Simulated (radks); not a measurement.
# Fractional charge and spin in the 5p shell of promethium

Aim: the energy as the spin-up occupation of 5p runs from 2 to 3 and the spin-down one from 2 to 3, against the two flat planes that join the four corners. Added charge counts from the emptiest corner (up 2, down 2).

Program: radks (a radial shooting solver on a logarithmic mesh, Libxc functionals) version 1. Level of theory: scalar-relativistic Kohn-Sham, r2SCAN, spin-polarised, spherical densities, finite nucleus. These are calculated values, not measurements, unless marked.

### 1 Starting point

```
element            : promethium (Z = 61)
configuration      : [Kr] 4d10 4f(up 2.5, down 2.5) 5s2 6s2 5p(up 3, down 3)
nuclear rms radius : 4.962 fm
```

A shell typed twice in an input gives spin up, then spin down.

### 2 5p: up 3, down 3

Settings of this run:

```text
Z 61
configuration [Kr] 4d10 4f2.5 4f2.5 5s2 6s2 5p3 5p3
relativity scalar-relativistic
functional r2scan,r2scan
spin polarised
nucleus finite rms 4.962 fm
c 137.035999084
```

### 3 5p: up 3, down 2.75

Settings of this run:

```text
Z 61
configuration [Kr] 4d10 4f2.5 4f2.5 5s2 6s2 5p3 5p2.75
relativity scalar-relativistic
functional r2scan,r2scan
spin polarised
nucleus finite rms 4.962 fm
c 137.035999084
```

### 4 5p: up 3, down 2.5

Settings of this run:

```text
Z 61
configuration [Kr] 4d10 4f2.5 4f2.5 5s2 6s2 5p3 5p2.5
relativity scalar-relativistic
functional r2scan,r2scan
spin polarised
nucleus finite rms 4.962 fm
c 137.035999084
```

### 5 5p: up 3, down 2.25

Settings of this run:

```text
Z 61
configuration [Kr] 4d10 4f2.5 4f2.5 5s2 6s2 5p3 5p2.25
relativity scalar-relativistic
functional r2scan,r2scan
spin polarised
nucleus finite rms 4.962 fm
c 137.035999084
```

### 6 5p: up 3, down 2

Settings of this run:

```text
Z 61
configuration [Kr] 4d10 4f2.5 4f2.5 5s2 6s2 5p3 5p2
relativity scalar-relativistic
functional r2scan,r2scan
spin polarised
nucleus finite rms 4.962 fm
c 137.035999084
```

### 7 5p: up 2.75, down 2.75

Settings of this run:

```text
Z 61
configuration [Kr] 4d10 4f2.5 4f2.5 5s2 6s2 5p2.75 5p2.75
relativity scalar-relativistic
functional r2scan,r2scan
spin polarised
nucleus finite rms 4.962 fm
c 137.035999084
```

### 8 5p: up 2.75, down 2.5

Settings of this run:

```text
Z 61
configuration [Kr] 4d10 4f2.5 4f2.5 5s2 6s2 5p2.75 5p2.5
relativity scalar-relativistic
functional r2scan,r2scan
spin polarised
nucleus finite rms 4.962 fm
c 137.035999084
```

### 9 5p: up 2.75, down 2.25

Settings of this run:

```text
Z 61
configuration [Kr] 4d10 4f2.5 4f2.5 5s2 6s2 5p2.75 5p2.25
relativity scalar-relativistic
functional r2scan,r2scan
spin polarised
nucleus finite rms 4.962 fm
c 137.035999084
```

### 10 5p: up 2.75, down 2

Settings of this run:

```text
Z 61
configuration [Kr] 4d10 4f2.5 4f2.5 5s2 6s2 5p2.75 5p2
relativity scalar-relativistic
functional r2scan,r2scan
spin polarised
nucleus finite rms 4.962 fm
c 137.035999084
```

### 11 5p: up 2.5, down 2.5

Settings of this run:

```text
Z 61
configuration [Kr] 4d10 4f2.5 4f2.5 5s2 6s2 5p2.5 5p2.5
relativity scalar-relativistic
functional r2scan,r2scan
spin polarised
nucleus finite rms 4.962 fm
c 137.035999084
```

### 12 5p: up 2.5, down 2.25

Settings of this run:

```text
Z 61
configuration [Kr] 4d10 4f2.5 4f2.5 5s2 6s2 5p2.5 5p2.25
relativity scalar-relativistic
functional r2scan,r2scan
spin polarised
nucleus finite rms 4.962 fm
c 137.035999084
```

### 13 5p: up 2.5, down 2

Settings of this run:

```text
Z 61
configuration [Kr] 4d10 4f2.5 4f2.5 5s2 6s2 5p2.5 5p2
relativity scalar-relativistic
functional r2scan,r2scan
spin polarised
nucleus finite rms 4.962 fm
c 137.035999084
```

### 14 5p: up 2.25, down 2.25

Settings of this run:

```text
Z 61
configuration [Kr] 4d10 4f2.5 4f2.5 5s2 6s2 5p2.25 5p2.25
relativity scalar-relativistic
functional r2scan,r2scan
spin polarised
nucleus finite rms 4.962 fm
c 137.035999084
```

### 15 5p: up 2.25, down 2

Settings of this run:

```text
Z 61
configuration [Kr] 4d10 4f2.5 4f2.5 5s2 6s2 5p2.25 5p2
relativity scalar-relativistic
functional r2scan,r2scan
spin polarised
nucleus finite rms 4.962 fm
c 137.035999084
```

### 16 5p: up 2, down 2

Settings of this run:

```text
Z 61
configuration [Kr] 4d10 4f2.5 4f2.5 5s2 6s2 5p2 5p2
relativity scalar-relativistic
functional r2scan,r2scan
spin polarised
nucleus finite rms 4.962 fm
c 137.035999084
```

Before running it: what results should come out? Wanted: for each run, down \ up; 2; 2.25; 2.5; 2.75; 3.

As calculated:

```tsv
down \ up	2	2.25	2.5	2.75	3
2	0.000	-0.991	-1.315	-0.982	0.000
2.25	-0.991	-1.229	-0.817	0.236	-0.876
2.5	-1.315	-0.817	0.315	-0.725	-1.156
2.75	-0.982	0.236	-0.725	-1.084	-0.857
3	0.000	-0.876	-1.156	-0.857	0.000
```

**Reading.** The table gives the energy in eV minus the planes, whose edge runs along up + down = one added electron; mirror points follow by spin symmetry. With half an added electron in each spin it lies 0.31 eV above the planes. With half an electron added in spin up alone it lies 1.32 eV below them. The planes are only a guide here: the condition holds for ground states with one frontier orbital, and this shell is degenerate.
